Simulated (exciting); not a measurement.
## Li: equation of state with PBEsol

Crystal: Li.

```xyz
2
Lattice="3.1110 0.0000 0.0000 -1.5555 2.6942 0.0000 0.0000 0.0000 5.0930" Properties=species:S:1:pos:R:3 pbc="T T T"
Li    1.5555    0.8981    3.8197
Li    0.0000    1.7961    1.2732
```

This isn't the form of Li at room conditions, which is bcc.

```yaml
Program: exciting (release sodium)
Task: equation of state
Functional: PBEsol
Potentials_or_basis: all-electron LAPW+lo, shipped species files, valence relativity zora
rgkmax: 7
k_mesh: 10 × 10 × 5
Occupations: fermi-dirac, width 0.05 eV
Spin: no spin polarisation
```

```yaml
Equilibrium_volume: "20.18 Å³/atom (rough: see the caveat)"
Bulk_modulus_at_fixed_shape_and_positions: 12.6 GPa (rough)
```

Energy against volume, from the lowest point:
```csv
volume (Å³/atom),energy (meV/atom)
20.063,0.00
20.490,0.17
20.917,1.03
21.344,2.47
21.771,4.60
22.198,7.28
22.625,10.46
```

Caveat: the fit is doubtful: noisy points or a state that changes with volume; the cell was scaled at fixed shape and fractional positions, which overstates the stiffness of a crystal with free parameters, most of all of layers and chains.
